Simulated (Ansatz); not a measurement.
# ClGeH₇N₂OSi: up Jacob's ladder to CCSD(T)

How much do the methods differ for ClGeH₇N₂OSi? The plan is to run it at one geometry with functionals of several rungs and with coupled cluster. The yardstick is the atomisation energy at the CCSD(T) limit.

Method: functionals in def2-TZVPP, the program's frozen cores in correlated methods; program: Ansatz 0.2.0, Gaussian basis.

The runs, in order: LDA (SPW92), PBE-D4, revPBE-D4, BLYP-D4, r2SCAN-D4, B97M-V, PBE0-D4, B3LYP-D4, r2SCANh-D4, r2SCAN0-D4, HSE06-D4, BHLYP-D4, CAM-B3LYP-D4, LC-ωPBE, ωB97X-V, ωB97M-V, B2PLYP, PBE-QIDH; CCSD(T)/def2-SVP; CCSD(T)/def2-TZVPP; MP2/def2-QZVPP; extrapolation to the limit; RPA on PBE.

1 further run of the same task is left out (it didn't finish).

## (1) Structure used throughout

All runs share one geometry, relaxed beforehand with PBE0-D4 in a triple-zeta def2 set.

SMILES `[NH2][GeH2][O][SiH](N)Cl`, 13 atoms, charge 0, spin multiplicity 1.

Atoms are counted from 1 here; the program's logs count them from 0.

Bond lengths: N1–Ge2 1.812 Å, N1–H7 1.006 Å, N1–H8 1.006 Å, Ge2–O3 1.785 Å, Ge2–H9 1.535 Å, Ge2–H10 1.534 Å, O3–Si4 1.616 Å, Si4–N5 1.694 Å, Si4–Cl6 2.072 Å, Si4–H11 1.477 Å, N5–H12 1.006 Å, N5–H13 1.007 Å. Angles: Ge2–N1–H7 118.3°, Ge2–N1–H8 118.5°, H7–N1–H8 111.5°, N1–Ge2–O3 106.5°, N1–Ge2–H9 110.9°, N1–Ge2–H10 110.2°, O3–Ge2–H9 107.1°, O3–Ge2–H10 106.7°, H9–Ge2–H10 115.0°, Ge2–O3–Si4 135.9°, O3–Si4–N5 115.5°, O3–Si4–Cl6 106.8°, O3–Si4–H11 110.7°, N5–Si4–Cl6 107.6°, N5–Si4–H11 107.6°, Cl6–Si4–H11 108.5°, Si4–N5–H12 120.1°, Si4–N5–H13 122.1° and more.

Geometry (Å):

| atom | x (Å) | y (Å) | z (Å) |
| --- | --- | --- | --- |
| N1 | -1.7660 | -2.0237 | 1.0307 |
| Ge2 | -1.1945 | -1.0100 | -0.3581 |
| O3 | 0.1548 | -0.0177 | 0.2601 |
| Si4 | 1.3578 | 0.8418 | -0.3928 |
| N5 | 1.7595 | 2.2706 | 0.4245 |
| Cl6 | 0.7517 | 1.3629 | -2.3040 |
| H7 | -2.6777 | -1.8377 | 1.4136 |
| H8 | -1.5648 | -3.0095 | 1.0206 |
| H9 | -0.6290 | -1.8908 | -1.4813 |
| H10 | -2.2964 | -0.0350 | -0.7910 |
| H11 | 2.5853 | 0.0265 | -0.4957 |
| H12 | 2.4261 | 2.2500 | 1.1783 |
| H13 | 1.1138 | 3.0380 | 0.5099 |

## (2) LDA

This LDA is Slater exchange with PW92 correlation.

in.yaml reads:

```yaml
crystal:
  periodic: [false, false, false]
  atoms:
    - {symbol: N, position_ang: [-1.766039, -2.023707, 1.030723]}
    - {symbol: Ge, position_ang: [-1.194549, -1.009976, -0.358132]}
    - {symbol: O, position_ang: [0.154752, -0.017730, 0.260086]}
    - {symbol: Si, position_ang: [1.357756, 0.841775, -0.392828]}
    - {symbol: N, position_ang: [1.759530, 2.270588, 0.424462]}
    - {symbol: Cl, position_ang: [0.751705, 1.362906, -2.304006]}
    - {symbol: H, position_ang: [-2.677669, -1.837713, 1.413627]}
    - {symbol: H, position_ang: [-1.564814, -3.009484, 1.020607]}
    - {symbol: H, position_ang: [-0.628961, -1.890802, -1.481341]}
    - {symbol: H, position_ang: [-2.296414, -0.035042, -0.790958]}
    - {symbol: H, position_ang: [2.585256, 0.026541, -0.495708]}
    - {symbol: H, position_ang: [2.426106, 2.250031, 1.178303]}
    - {symbol: H, position_ang: [1.113841, 3.038014, 0.509864]}
basis:
  gaussian: {orbitals: def2-TZVPP}
hamiltonian: {xc: lda}
output: {orbitals: {seedname: orbitals}}
```

The runs that follow: PBE-D4 (GGA); revPBE-D4 (GGA); BLYP-D4 (GGA); r2SCAN-D4 (meta-GGA); B97M-V (meta-GGA); PBE0-D4 (hybrid); B3LYP-D4 (hybrid); r2SCANh-D4 (hybrid); r2SCAN0-D4 (hybrid); HSE06-D4 (hybrid); BHLYP-D4 (hybrid); CAM-B3LYP-D4 (range-separated); LC-ωPBE (range-separated); ωB97X-V (range-separated); ωB97M-V (range-separated); B2PLYP (double hybrid); PBE-QIDH (double hybrid); CCSD(T) in def2-SVP; CCSD(T) in def2-TZVPP; MP2 in def2-QZVPP; RPA on PBE orbitals.

Before running them: what should the planned runs give, taken together? Wanted: atomisation energy, CCSD(T)/CBS; farthest beyond LDA; mean size of error, GGA; mean size of error, meta-GGA; mean size of error, hybrid; mean size of error, range-separated; mean size of error, double hybrid; gap, smallest and largest; T1 diagnostic.

As calculated:

| quantity | value |
| --- | --- |
| atomisation energy, CCSD(T)/CBS | 4459.3 kJ/mol |
| functionals within 44.6 kJ/mol (1.0 %) | PBE-D4, BLYP-D4, r2SCAN-D4, B97M-V, B3LYP-D4, CAM-B3LYP-D4, ωB97X-V, ωB97M-V |
| farthest beyond LDA | BHLYP-D4 (-160.3 kJ/mol) |
| mean size of error, GGA | 53.9 kJ/mol |
| mean size of error, meta-GGA | 19.7 kJ/mol |
| mean size of error, hybrid | 85.5 kJ/mol |
| mean size of error, range-separated | 22.1 kJ/mol |
| mean size of error, double hybrid | 82.0 kJ/mol |
| gap, smallest and largest | 5.73 eV (BLYP-D4), 13.15 eV (LC-ωPBE) |
| T1 diagnostic | 0.0110 |
| triples share of the correlation energy | 3.7 % |

LDA overbinds by 611.4 kJ/mol (14 %). PBE-D4 is off by +11.6 kJ/mol. Double hybrids carry the basis error of their MP2 part in triple zeta, and no dispersion term here, so their miss is partly the set-up's. The rungs meta-GGA, range-separated miss on average by less than the doubt on the reference (44.6 kJ/mol), so they tie. Misses under about 44.6 kJ/mol are within the doubt on the reference itself, which lacks core-valence correlation, relativity and higher excitations, and its outer-core shells are covered unevenly. Hartree-Fock recovers 69 % of the binding; the rest is correlation. CCSD(T) in def2-SVP is off by -410.2 kJ/mol, more than most functionals: a good method in a small basis is no reference. The gap grows from 5.7 to 13.1 eV across the functionals, mostly with the share of exact exchange. Correlated methods include outer-core shells of Ge, which these sets cover unevenly.
